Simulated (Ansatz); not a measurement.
# One shape, several levels: triplet C4H4Si

Wanted: a comparison of 6 runs (UHF/3-21G, U-r2SCAN/cc-pVDZ, U-wB97X/cc-pVDZ, UPBE0/cc-pVDZ, UMP2/cc-pVDZ, UCCSD/cc-pVDZ) of triplet C4H4Si. 

Program for the calculation: Ansatz 0.2.0.

42 further runs of the same task are left out: 42 set aside as unsound or not needed.

**1. The molecule**

The species is C4H4Si (9 atoms), meant as a triplet with charge 0. SMILES of the parent species: `C#C[SiH2]C#C`. The shape is that of a PBE0-D4/def2-TZVP optimisation. That shape belongs to the parent species and isn't relaxed for this state.

Bond lengths: C1–C2 1.205 Å, C2–Si3 1.821 Å, Si3–C4 1.821 Å, C4–C5 1.206 Å, C1–H6 1.066 Å, Si3–H7 1.481 Å, Si3–H8 1.481 Å, C5–H9 1.066 Å. Angles: C1–C2–Si3 179.3°, C2–Si3–C4 109.7°, Si3–C4–C5 179.3°, C2–C1–H6 179.8°, C2–Si3–H7 109.3°, C2–Si3–H8 109.3°, C4–Si3–H7 109.3°, C4–Si3–H8 109.3°, C4–C5–H9 179.8°, H7–Si3–H8 109.9°.

**2. The energy at UHF/3-21G (run 1)**

The input, molecule.yaml:

```yaml
crystal:
  periodic: [false, false, false]
  atoms:
    - symbol: C
      position_ang: [1.986100, -0.068000, 1.693000]
    - symbol: C
      position_ang: [1.245000, -0.318200, 0.775800]
    - symbol: Si
      position_ang: [0.139500, -0.713800, -0.616400]
    - symbol: C
      position_ang: [-1.252900, 0.459600, -0.648400]
    - symbol: C
      position_ang: [-2.180600, 1.228700, -0.681700]
    - symbol: H
      position_ang: [2.639600, 0.155600, 2.505100]
    - symbol: H
      position_ang: [0.896100, -0.611400, -1.885800]
    - symbol: H
      position_ang: [-0.384600, -2.089300, -0.450100]
    - symbol: H
      position_ang: [-2.999800, 1.910300, -0.708600]
basis:
  gaussian:
    orbitals: 3-21G.json
magnetization:
  spin_polarized: true
  initial_magnetization: 2
hamiltonian:
  xc: hf
accuracy: high
output:
  orbitals: {seedname: orbitals}
```

The basis set 3-21G is read from a file made from the Basis Set Exchange's data (not shown).

The run is started by

```sh
$ ansatz run molecule.yaml --threads 1 --pin off --max-ram 3480MiB --events-out events.jsonl --progress --plain --runs-dir runs
```

The log of the run:

```text
Warning: RAYON_NUM_THREADS=1 ignored (pool sized by the plan → 1); use --threads N
Functional definition: HF
  name "HF"
  exchange = exact_x
  correlation = 0
1297 factors; integrals over basis functions are off by at most 7.9e-9 eV
mean field evaluation 1: about -11968.3266 eV, gradient 1.9e1 eV
mean field evaluation 2: about -11968.8195 eV, gradient 1.9e1 eV
mean field evaluation 4: about -11971.5708 eV, gradient 2.3e0 eV
mean field evaluation 8: about -11971.7069 eV, gradient 6.2e-1 eV
mean field evaluation 16: about -11973.9797 eV, gradient 5.4e-1 eV
mean field evaluation 32: about -11974.8014 eV, gradient 1.5e-2 eV
mean field evaluation 64: about -11974.8016 eV, gradient 1.3e-7 eV
mean field evaluation 96: about -11974.7730 eV, gradient 3.3e-2 eV
mean field evaluation 128: about -11974.7732 eV, gradient 2.4e-2 eV
mean field evaluation 160: about -11974.4760 eV, gradient 1.9e0 eV
mean field evaluation 192: about -11970.2125 eV, gradient 2.6e0 eV
mean field evaluation 224: about -11974.8005 eV, gradient 2.5e-2 eV
mean field evaluation 256: about -11974.8007 eV, gradient 1.0e-4 eV
mean field evaluation 288: about -11971.5810 eV, gradient 2.1e0 eV
mean field evaluation 320: about -11970.9783 eV, gradient 1.1e0 eV
mean field evaluation 352: about -11971.7770 eV, gradient 3.5e-1 eV
mean field evaluation 384: about -11974.7805 eV, gradient 4.0e-1 eV
mean field -11974.80163361 eV, -440.0658432232 hartree, gradient 6.5e-8 eV, S^2 2.018752; 4 other end points of the search recorded, 0 dependent functions left out
reference -11974.80163361 eV, -440.0658432232 hartree; 22, 20 occupied and 35, 37 virtual orbitals, 1297 factors
Total energy: -11974.80163361 eV, -440.0658432232 hartree
```

Run time: 3.3 s. Hardware: 1 thread of AMD EPYC 9R45 (Zen 5), shared host; peak memory 0.22 GiB.

**3. The energy at U-r2SCAN/cc-pVDZ (run 2)**

The input, molecule.yaml:

```yaml
crystal:
  periodic: [false, false, false]
  atoms:
    - {symbol: C, position_ang: [1.986100, -0.068000, 1.693000]}
    - {symbol: C, position_ang: [1.245000, -0.318200, 0.775800]}
    - {symbol: Si, position_ang: [0.139500, -0.713800, -0.616400]}
    - {symbol: C, position_ang: [-1.252900, 0.459600, -0.648400]}
    - {symbol: C, position_ang: [-2.180600, 1.228700, -0.681700]}
    - {symbol: H, position_ang: [2.639600, 0.155600, 2.505100]}
    - {symbol: H, position_ang: [0.896100, -0.611400, -1.885800]}
    - {symbol: H, position_ang: [-0.384600, -2.089300, -0.450100]}
    - {symbol: H, position_ang: [-2.999800, 1.910300, -0.708600]}
basis:
  gaussian:
    orbitals: cc-pVDZ
total_charge: 0
magnetization:
  spin_polarized: true
  initial_magnetization: 2
hamiltonian:
  xc: r2scan
accuracy: high
output:
  orbitals: {seedname: orbitals}
```

The run is started by

```sh
$ ansatz run molecule.yaml --threads 1 --pin off --max-ram 3480MiB --events-out events.jsonl --progress --plain --runs-dir runs
```

The log of the run, shortened:

```text
Warning: RAYON_NUM_THREADS=1 ignored (pool sized by the plan → 1); use --threads N
Functional definition: r2SCAN
  name "r2SCAN"
[...]
2067 factors; integrals over basis functions are off by at most 4.4e-9 eV
[...]
mean field -12078.67724651 eV, -443.8832015877 hartree, gradient 1.3e-8 eV, S^2 2.009002; 6 other end points of the search recorded, 0 dependent functions left out
reference -12078.67724870 eV, -443.8832016681 hartree; 22, 20 occupied and 72, 74 virtual orbitals, 2067 factors
Total energy: -12078.67724870 eV, -443.8832016681 hartree
```

Wall time 82 s (1 thread of AMD EPYC 9R45 (Zen 5), shared host); peak memory 0.53 GiB.

Runs 3 to 5 aren't shown in full; the table further down has their settings and results.

**4. The energy at UCCSD/cc-pVDZ (run 6)**

The input, molecule.yaml:

```yaml
crystal:
  periodic: [false, false, false]
  atoms:
    - symbol: C
      position_ang: [1.986100, -0.068000, 1.693000]
    - symbol: C
      position_ang: [1.245000, -0.318200, 0.775800]
    - symbol: Si
      position_ang: [0.139500, -0.713800, -0.616400]
    - symbol: C
      position_ang: [-1.252900, 0.459600, -0.648400]
    - symbol: C
      position_ang: [-2.180600, 1.228700, -0.681700]
    - symbol: H
      position_ang: [2.639600, 0.155600, 2.505100]
    - symbol: H
      position_ang: [0.896100, -0.611400, -1.885800]
    - symbol: H
      position_ang: [-0.384600, -2.089300, -0.450100]
    - symbol: H
      position_ang: [-2.999800, 1.910300, -0.708600]
basis:
  gaussian: {orbitals: cc-pVDZ}
magnetization: {spin_polarized: true, initial_magnetization: 2}
correlation: {method: ccsd, frozen_orbitals: {C: 1, H: 0, Si: 5}}
accuracy: high
scf: {omitted_lower_state_checks: [cluster_reference, increment]}
```

The run is started by

```sh
$ ansatz run molecule.yaml --threads 1 --pin off --max-ram 3480MiB --events-out events.jsonl --progress --plain --runs-dir runs
```

The log of the run:

```text
Warning: RAYON_NUM_THREADS=1 ignored (pool sized by the plan → 1); use --threads N
[... 20 lines left out ...]
9 core orbitals not correlated: weight in the atoms' cores, before any rotation towards them, 1.000 or more for the frozen orbitals, at most 0.000 for the correlated occupied ones
[... 44 lines left out ...]
Total energy: -12056.20104369 eV, -443.0572163690 hartree
Checks for a lower state left out: cluster_reference, increment
```

It took 48 s on 1 thread of AMD EPYC 9R45 (Zen 5), shared host; peak memory 1.2 GiB.

**5. All runs side by side**

| run | level | frozen core orbitals | energy (Eh) | HOMO energy (eV) | ⟨S²⟩ | wall time |
| --- | --- | --- | --- | --- | --- | --- |
| 1 | UHF/3-21G | – | -440.065843 | -5.99 | 2.019 | 3.3 s |
| 2 | U-r2SCAN/cc-pVDZ | – | -443.883202 | -2.49 | 2.009 | 82 s |
| 3 | U-wB97X/cc-pVDZ | – | -443.943057 | -5.38 | 2.006 | 94 s |
| 4 | UPBE0/cc-pVDZ | – | -443.684744 | -3.31 | 2.007 | 15 s |
| 5 | UMP2/cc-pVDZ | 9 | -442.999932 | – | 2.019 | 15 s |
| 6 | UCCSD/cc-pVDZ | 9 | -443.057216 | – | 2.019 | 48 s |

**6. What came out**

| quantity | value |
| --- | --- |
| run 6: total energy | -443.05722 Eh |
| run 6: correlation energy (9 core orbitals frozen) | -593.1 mEh |
| run 6: ⟨S²⟩ of the reference determinant | 2.019 |
| run 6: T1 diagnostic | 0.015 |

Totals of different functionals can't be ranked against each other. All runs together took 4.3 min, the longest 94 s.
